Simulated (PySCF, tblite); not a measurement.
# C8H6S: vibronic structure

What do calculations give for the vibronic structure of C8H6S (`c1ccc2sccc2c1`)?

Programs: tblite 0.8.0 and PySCF 2.14.0, with routines of our own; each step states its level. All values are computed. Atoms count from 0.

### Step 1. The starting structure

15 atoms, charge 0, multiplicity 1; geometry from: force field or distance geometry start.

### Step 2. Optimising the geometry with GFN2-xTB

Job settings and geometry (Å):

```
{"job": {"kind": "relax", "xc": "GFN2-xTB", "basis": "xTB"}, "charge": 0, "multiplicity": 1}
C     -1.813200    -0.809700     0.030300
C     -2.175000     0.526500    -0.109800
C     -1.072600     1.404200    -0.153900
C      0.214400     0.930500    -0.091000
S      1.674000     1.915300    -0.133700
C      2.736600     0.354800     0.025700
C      1.861200    -0.684600     0.101000
C      0.554100    -0.380100     0.050800
C     -0.539600    -1.279100     0.105200
H     -2.643000    -1.525900     0.083400
H     -3.189600     0.872300    -0.157700
H     -1.280400     2.450300    -0.257000
H      3.817100     0.289500     0.069500
H      2.256900    -1.726400     0.207400
H     -0.405400    -2.329500     0.207800
```

Command:

```bash
> OMP_NUM_THREADS=1 python excited_run.py task.json out
```

This one command runs all jobs of the session in turn.

Standard output:

```text
step      E/eV     max force
  0    -636.57287    4.945
  1    -636.94966    2.455
  2    -637.09725    1.068
  3    -637.17901    0.744
  4    -637.21866    0.711
  5    -637.24832    0.534
  6    -637.26328    0.353
  7    -637.27005    0.238
  8    -637.27592    0.200
  9    -637.28011    0.212
 10    -637.28395    0.177
 11    -637.28634    0.135
 12    -637.28762    0.088
 13    -637.28836    0.079
 14    -637.28903    0.091
 15    -637.28967    0.079
 16    -637.29019    0.066
 17    -637.29055    0.053
 18    -637.29079    0.037
 19    -637.29094    0.024
 20    -637.29101    0.016
 21    -637.29105    0.014
 22    -637.29107    0.011
 23    -637.29109    0.008
```

Run time: 0.16 s. Hardware: 1 thread of Arm Neoverse V1, shared host.

Along the way:

| step | energy from step 0 (eV) | largest force (eV/Å) |
| --- | --- | --- |
| 0 | 0.0000 | 4.9452 |
| 1 | -0.3768 | 2.4551 |
| 2 | -0.5244 | 1.0684 |
| 3 | -0.6061 | 0.7441 |
| 4 | -0.6458 | 0.7111 |
| 5 | -0.6755 | 0.5338 |
| 6 | -0.6904 | 0.3533 |
| 7 | -0.6972 | 0.2378 |
| 8 | -0.7031 | 0.2001 |
| 9 | -0.7072 | 0.2120 |
| 10 | -0.7111 | 0.1767 |
| 11 | -0.7135 | 0.1350 |
| 12 | -0.7147 | 0.0880 |
| 13 | -0.7155 | 0.0790 |
| 14 | -0.7162 | 0.0905 |
| 15 | -0.7168 | 0.0787 |
| 16 | -0.7173 | 0.0657 |
| 17 | -0.7177 | 0.0528 |
| 18 | -0.7179 | 0.0372 |
| 19 | -0.7181 | 0.0244 |
| 20 | -0.7181 | 0.0163 |
| 21 | -0.7182 | 0.0144 |
| 22 | -0.7182 | 0.0114 |
| 23 | -0.7182 | 0.0081 |

Close pairs (by a distance rule), those that changed most:

| bond | before (Å) | after (Å) | change (Å) |
| --- | --- | --- | --- |
| S4–C5 | 1.895 | 1.733 | -0.162 |
| C6–C7 | 1.343 | 1.427 | +0.084 |
| C3–C7 | 1.361 | 1.408 | +0.047 |
| C6–H13 | 1.119 | 1.075 | -0.044 |
| C1–C2 | 1.410 | 1.380 | -0.030 |
| C7–C8 | 1.417 | 1.396 | -0.021 |
| C3–S4 | 1.761 | 1.741 | -0.020 |
| C0–H9 | 1.097 | 1.080 | -0.017 |

The final coordinates are the input of the step that follows.

### Step 3. Infrared spectrum with GFN2-xTB

Job settings and geometry (Å):

```
{"job": {"kind": "ir", "xc": "GFN2-xTB", "basis": "xTB"}, "charge": 0, "multiplicity": 1}
C     -1.865127    -0.836262     0.032452
C     -2.098291     0.532728    -0.100621
C     -1.049138     1.426652    -0.158844
C      0.242849     0.929385    -0.081950
S      1.723601     1.844237    -0.130208
C      2.651024     0.388730     0.025770
C      1.896854    -0.725622     0.109791
C      0.497757    -0.449010     0.051227
C     -0.582581    -1.330865     0.108214
H     -2.704914    -1.513993     0.076639
H     -3.113547     0.895818    -0.158539
H     -1.221201     2.487056    -0.261485
H      3.720701     0.467539     0.044664
H      2.298812    -1.718087     0.209829
H     -0.401213    -2.390318     0.211149
```

Standard output:

```text
mode    cm-1     km/mol
  1     180.0      0.24
  2     188.6      0.64
  3     333.4      1.04
  4     384.5      0.69
  5     436.6      0.42
  6     479.8      0.62
  7     503.9      0.53
  8     528.0      0.68
  9     653.1      0.00
 10     670.5      2.06
 11     705.1      1.10
 12     756.7      1.14
 13     784.6     35.25
 14     804.1     19.35
 15     832.1      4.38
 16     858.6      1.73
 17     872.2      0.06
 18     906.9      0.43
 19     923.6      0.01
 20    1037.2      9.66
 21    1071.8      0.55
 22    1079.4      5.06
 23    1157.2      5.00
 24    1173.8      4.37
 25    1194.3     10.58
 26    1237.8      2.23
 27    1315.3      1.86
 28    1349.1      2.31
 29    1408.5     19.15
 30    1458.8      1.34
 31    1523.0     17.56
 32    1567.9      3.38
 33    1592.0      4.19
 34    3078.1      1.73
 35    3084.6     23.28
 36    3092.0     66.89
 37    3098.9     32.26
 38    3126.9     16.85
 39    3155.8      9.90
```

It took 0.51 s on 1 thread of Arm Neoverse V1, shared host.

Which atoms move in the most intense modes:

| cm⁻¹ | km/mol | atoms |
| --- | --- | --- |
| 785 | 35.2 | H12 35 %, H10 14 %, C7 11 % |
| 804 | 19.4 | C5 52 %, S4 19 % |
| 1408 | 19.1 | C2 20 %, C7 16 %, C8 11 %, H11 11 % |
| 1523 | 17.6 | C6 38 %, C5 33 % |
| 3085 | 23.3 | H10 43 %, H14 35 %, H11 14 % |
| 3092 | 66.9 | H14 32 %, H9 30 %, H11 28 % |
| 3099 | 32.3 | H11 48 %, H10 28 %, H9 11 % |
| 3127 | 16.9 | H13 88 % |

### Step 4. Vibronic structure: TDA PBE0/6-31G*

Settings changed since step 3:

```diff
@@ -1,2 +1,2 @@
-{"job": {"kind": "ir", "xc": "GFN2-xTB", "basis": "xTB"}, "charge": 0, "multiplicity": 1}
+{"job": {"kind": "vib", "xc": "PBE0", "basis": "6-31G*", "tda": true}, "charge": 0, "multiplicity": 1}
 C     -1.865127    -0.836262     0.032452
```

With the program's defaults for keys left out, this is: TDA PBE0/6-31G* vertical-gradient vibronic structure (displaced harmonic oscillators, Condon), gas phase.

Standard output:

```text
final grid: 62592 points
cycle   1  E = -706.0886806712  dE =  1.869e+00  |g| = 3.737e-01  |ddm| = 4.306e+00
cycle   2  E = -706.0750501902  dE =  1.363e-02  |g| = 4.345e-01  |ddm| = 9.710e-01
cycle   3  E = -706.1267458841  dE = -5.170e-02  |g| = 9.962e-02  |ddm| = 6.408e-01
cycle   4  E = -706.1296035722  dE = -2.858e-03  |g| = 3.322e-02  |ddm| = 1.615e-01
cycle   5  E = -706.1298631401  dE = -2.596e-04  |g| = 1.201e-02  |ddm| = 4.300e-02
cycle   6  E = -706.1299045006  dE = -4.136e-05  |g| = 2.786e-03  |ddm| = 1.713e-02
cycle   7  E = -706.1299063927  dE = -1.892e-06  |g| = 1.070e-03  |ddm| = 4.515e-03
cycle   8  E = -706.1299067113  dE = -3.186e-07  |g| = 1.602e-04  |ddm| = 1.290e-03
cycle   9  E = -706.1299067168  dE = -5.461e-09  |g| = 8.919e-05  |ddm| = 2.590e-04
cycle  10  E = -706.1299067191  dE = -2.320e-09  |g| = 1.271e-05  |ddm| = 1.212e-04
cycle  11  E = -706.1299067191  dE = -4.320e-11  |g| = 5.835e-06  |ddm| = 2.470e-05
converged SCF energy = -706.1299067191

Singlet excitations (eV, f): 4.977 (0.0533)  5.279 (0.0506)  5.592 (0.0000)  6.118 (0.2593)  6.194 (0.0002)  6.517 (0.3892)

State S1  4.9774 eV  f = 0.05334  H->L 0.42, H-1->L 0.27, H->L+1 0.16
  relaxed dipole 0.707 D, largest gradient of the excitation energy 0.0307 Eh/bohr
  mode    cm-1        S   lambda/meV  Raman
   27   1315.3    0.1569      25.6   1.000
   28   1349.1    0.0977      16.3   0.655
   31   1523.0    0.0864      16.3   0.739
   14    804.1    0.1403      14.0   0.334
    7    503.9    0.1351       8.4   0.126
   23   1157.2    0.0424       6.1   0.209
   22   1079.4    0.0422       5.6   0.181
   21   1071.8    0.0401       5.3   0.170
   20   1037.2    0.0380       4.9   0.151
   32   1567.9    0.0229       4.5   0.208
   26   1237.8    0.0204       3.1   0.115
   11    705.1    0.0338       3.0   0.062
  reorganisation energy 0.1211 eV, total S 0.917, 0-0 4.8563 eV
  absorption maximum 4.856 eV, width 0.038 eV

State S4  6.1176 eV  f = 0.25932  H-1->L 0.41, H->L+1 0.24, H-1->L+1 0.10
  relaxed dipole 0.775 D, largest gradient of the excitation energy 0.0400 Eh/bohr
  mode    cm-1        S   lambda/meV  Raman
   31   1523.0    0.2666      50.3   1.000
   11    705.1    0.2691      23.5   0.216
    6    479.8    0.3550      21.1   0.132
   14    804.1    0.1586      15.8   0.166
    7    503.9    0.1666      10.4   0.068
   21   1071.8    0.0598       8.0   0.111
   33   1592.0    0.0242       4.8   0.099
   32   1567.9    0.0245       4.8   0.097
   29   1408.5    0.0222       3.9   0.071
   23   1157.2    0.0260       3.7   0.056
   27   1315.3    0.0220       3.6   0.061
   24   1173.8    0.0135       2.0   0.030
  reorganisation energy 0.1582 eV, total S 1.452, 0-0 5.9594 eV
  absorption maximum 5.959 eV, width 0.222 eV

State S6  6.5168 eV  f = 0.38916  H-1->L+1 0.36, H-2->L 0.20, H-2->L+1 0.11
  relaxed dipole 1.635 D, largest gradient of the excitation energy 0.0246 Eh/bohr
  mode    cm-1        S   lambda/meV  Raman
   11    705.1    0.5482      47.9   1.000
   14    804.1    0.3345      33.3   0.794
   21   1071.8    0.0744       9.9   0.314
    9    653.1    0.1019       8.3   0.159
   33   1592.0    0.0302       6.0   0.281
   28   1349.1    0.0337       5.6   0.225
   16    858.6    0.0192       2.0   0.052
    3    333.4    0.0216       0.9   0.009
   22   1079.4    0.0060       0.8   0.026
    7    503.9    0.0102       0.6   0.010
  reorganisation energy 0.1189 eV, total S 1.200, 0-0 6.3979 eV
  absorption maximum 6.398 eV, width 0.210 eV

State T1  3.4745 eV  f = 0.00000  H->L 0.81
  relaxed dipole 0.798 D, largest gradient of the excitation energy 0.0794 Eh/bohr
  mode    cm-1        S   lambda/meV  Raman
   31   1523.0    0.7482     141.3   1.000
   32   1567.9    0.5836     113.4   0.827
   33   1592.0    0.1610      31.8   0.235
   27   1315.3    0.1342      21.9   0.134
   28   1349.1    0.1196      20.0   0.125
    6    479.8    0.3164      18.8   0.042
   23   1157.2    0.0799      11.5   0.062
    9    653.1    0.1401      11.3   0.034
   25   1194.3    0.0579       8.6   0.048
   21   1071.8    0.0563       7.5   0.037
   30   1458.8    0.0108       2.0   0.013
  reorganisation energy 0.3983 eV, total S 2.498, 0-0 3.0762 eV
  absorption maximum 3.268 eV, width 0.592 eV
```

Run time: 28 s. Hardware: 1 thread of Arm Neoverse V1, shared host; peak memory 0.8 GiB.

### Step 5. Vibronic structure: TDA PBE/3-21G

Settings changed since step 4:

```diff
@@ -1,2 +1,2 @@
-{"job": {"kind": "vib", "xc": "PBE0", "basis": "6-31G*", "tda": true}, "charge": 0, "multiplicity": 1}
+{"job": {"kind": "vib", "xc": "PBE", "basis": "3-21G", "tda": true, "temperature": 200, "fwhm_ev": 0.01, "nbright": 3}, "charge": 0, "multiplicity": 1}
 C     -1.865127    -0.836262     0.032452
```

With the program's defaults for keys left out, this is: TDA PBE/3-21G vertical-gradient vibronic structure (displaced harmonic oscillators, Condon), gas phase.

Standard output:

```text
final grid: 62592 points
cycle   1  E = -702.3524019541  dE =  1.136e+00  |g| = 4.174e-01  |ddm| = 4.954e+00
cycle   2  E = -702.2735766719  dE =  7.883e-02  |g| = 6.445e-01  |ddm| = 1.432e+00
cycle   3  E = -702.3887694339  dE = -1.152e-01  |g| = 1.982e-01  |ddm| = 1.131e+00
cycle   4  E = -702.4016324136  dE = -1.286e-02  |g| = 3.991e-02  |ddm| = 2.996e-01
cycle   5  E = -702.4019699536  dE = -3.375e-04  |g| = 2.021e-02  |ddm| = 8.253e-02
cycle   6  E = -702.4020870629  dE = -1.171e-04  |g| = 5.166e-03  |ddm| = 3.180e-02
cycle   7  E = -702.4020935474  dE = -6.484e-06  |g| = 2.303e-03  |ddm| = 1.004e-02
cycle   8  E = -702.4020949580  dE = -1.411e-06  |g| = 6.868e-04  |ddm| = 3.322e-03
cycle   9  E = -702.4020951030  dE = -1.450e-07  |g| = 5.491e-05  |ddm| = 1.097e-03
cycle  10  E = -702.4020951039  dE = -8.715e-10  |g| = 2.794e-05  |ddm| = 1.232e-04
converged SCF energy = -702.4020951039

Singlet excitations (eV, f): 4.747 (0.0567)  4.954 (0.0124)  5.721 (0.0001)  5.864 (0.1128)  6.198 (0.2471)  6.277 (0.0002)

State S1  4.7472 eV  f = 0.05675  H->L 0.54, H-1->L 0.23, H-1->L+1 0.09
  relaxed dipole 0.727 D, largest gradient of the excitation energy 0.0362 Eh/bohr
  mode    cm-1        S   lambda/meV  Raman
   14    804.1    0.2994      29.8   1.000
    7    503.9    0.2714      17.0   0.356
   27   1315.3    0.0826      13.5   0.738
   28   1349.1    0.0773      12.9   0.727
   32   1567.9    0.0559      10.9   0.710
   31   1523.0    0.0427       8.1   0.512
   21   1071.8    0.0450       6.0   0.267
   22   1079.4    0.0226       3.0   0.136
   11    705.1    0.0345       3.0   0.089
   20   1037.2    0.0218       2.8   0.121
   23   1157.2    0.0180       2.6   0.125
    6    479.8    0.0297       1.8   0.035
  reorganisation energy 0.1175 eV, total S 1.046, 0-0 4.6297 eV
  absorption maximum 4.630 eV, width 0.008 eV

State S2  4.9536 eV  f = 0.01242  H->L+1 0.55, H->L 0.19, H-1->L 0.14
  relaxed dipole 3.253 D, largest gradient of the excitation energy 0.0462 Eh/bohr
  mode    cm-1        S   lambda/meV  Raman
    9    653.1    0.9225      74.7   0.554
   32   1567.9    0.2888      56.1   1.000
   33   1592.0    0.1349      26.6   0.481
   11    705.1    0.2436      21.3   0.171
   21   1071.8    0.0923      12.3   0.149
   31   1523.0    0.0610      11.5   0.199
    6    479.8    0.0961       5.7   0.031
   28   1349.1    0.0303       5.1   0.078
   20   1037.2    0.0258       3.3   0.039
   29   1408.5    0.0187       3.3   0.052
    3    333.4    0.0785       3.2   0.012
   30   1458.8    0.0178       3.2   0.053
  reorganisation energy 0.2403 eV, total S 2.104, 0-0 4.7133 eV
  absorption maximum 4.795 eV, width 0.170 eV

State S4  5.8636 eV  f = 0.11277  H-2->L 0.29, H-1->L 0.26, H->L+3 0.23
  relaxed dipole 2.194 D, largest gradient of the excitation energy 0.0513 Eh/bohr
  mode    cm-1        S   lambda/meV  Raman
   31   1523.0    0.2817      53.2   1.000
   33   1592.0    0.1327      26.2   0.515
   14    804.1    0.2408      24.0   0.238
   32   1567.9    0.1108      21.5   0.417
    6    479.8    0.2672      15.9   0.094
   21   1071.8    0.0916      12.2   0.161
   23   1157.2    0.0604       8.7   0.124
   20   1037.2    0.0373       4.8   0.061
   16    858.6    0.0439       4.7   0.050
   30   1458.8    0.0120       2.2   0.039
   11    705.1    0.0223       2.0   0.017
   25   1194.3    0.0121       1.8   0.027
  reorganisation energy 0.1815 eV, total S 1.348, 0-0 5.6821 eV
  absorption maximum 5.682 eV, width 0.008 eV

State S5  6.1980 eV  f = 0.24705  H-1->L 0.21, H-2->L 0.20, H->L+3 0.17
  relaxed dipole 1.246 D, largest gradient of the excitation energy 0.0401 Eh/bohr
  mode    cm-1        S   lambda/meV  Raman
   31   1523.0    0.3285      62.0   1.000
    6    479.8    0.8203      48.8   0.248
   11    705.1    0.4948      43.3   0.323
   21   1071.8    0.1565      20.8   0.236
    7    503.9    0.2087      13.0   0.070
   33   1592.0    0.0429       8.5   0.143
   20   1037.2    0.0330       4.2   0.047
    3    333.4    0.0819       3.4   0.012
   24   1173.8    0.0186       2.7   0.034
   14    804.1    0.0229       2.3   0.019
   30   1458.8    0.0100       1.8   0.028
   26   1237.8    0.0069       1.1   0.014
  reorganisation energy 0.2167 eV, total S 2.259, 0-0 5.9813 eV
  absorption maximum 6.041 eV, width 0.196 eV

State T1  3.5601 eV  f = 0.00000  H->L 0.93
  relaxed dipole 0.612 D, largest gradient of the excitation energy 0.0684 Eh/bohr
  mode    cm-1        S   lambda/meV  Raman
   32   1567.9    0.5809     112.9   1.000
   31   1523.0    0.5281      99.7   0.858
   33   1592.0    0.1417      28.0   0.251
   28   1349.1    0.1468      24.6   0.187
   27   1315.3    0.1085      17.7   0.131
    9    653.1    0.1978      16.0   0.059
    6    479.8    0.2083      12.4   0.034
   23   1157.2    0.0559       8.0   0.052
   21   1071.8    0.0517       6.9   0.042
   25   1194.3    0.0447       6.6   0.045
    7    503.9    0.0569       3.6   0.010
   16    858.6    0.0164       1.7   0.008
  reorganisation energy 0.3439 eV, total S 2.183, 0-0 3.2162 eV
  absorption maximum 3.408 eV, width 0.392 eV
```

Wall time 20 s (1 thread of Arm Neoverse V1, shared host); peak memory 0.66 GiB.

### Step 6. Outcome

| quantity | value |
| --- | --- |
| strongest single infrared mode (GFN2-xTB) | 3092 cm⁻¹, 67 km/mol |
| zero-point energy (GFN2-xTB) | 69.5 kcal/mol |
| S1: vertical, reorganisation, 0-0, total S (step 4, TDA PBE0/6-31G*, modes from GFN2-xTB) | 4.98, 0.12, 4.86 eV; 0.9 |
| S4: vertical, reorganisation, 0-0, total S (step 4, TDA PBE0/6-31G*, modes from GFN2-xTB) | 6.12, 0.16, 5.96 eV; 1.5 |
| S6: vertical, reorganisation, 0-0, total S (step 4, TDA PBE0/6-31G*, modes from GFN2-xTB) | 6.52, 0.12, 6.40 eV; 1.2 |
| S1: vertical, reorganisation, 0-0, total S (step 5, TDA PBE/3-21G, modes from GFN2-xTB) | 4.75, 0.12, 4.63 eV; 1.0 |
| S2: vertical, reorganisation, 0-0, total S (step 5, TDA PBE/3-21G, modes from GFN2-xTB) | 4.95, 0.24, 4.71 eV; 2.1 |
| S4: vertical, reorganisation, 0-0, total S (step 5, TDA PBE/3-21G, modes from GFN2-xTB) | 5.86, 0.18, 5.68 eV; 1.3 |

**Reading.** No mode is imaginary among the 39: a minimum at this level. The strongest single mode, at 3092 cm⁻¹, has its largest shares on H14, H9 and H11 (the list is cut at 3 atoms). GFN2-xTB is a fitted tight-binding method: band positions and strengths are rough. Its intensities can rank the bands wrongly. The vibronic model keeps the ground-state modes (from xTB) and shifts them along the gradient alone, so it can miss much of the relaxation that a full optimisation finds.
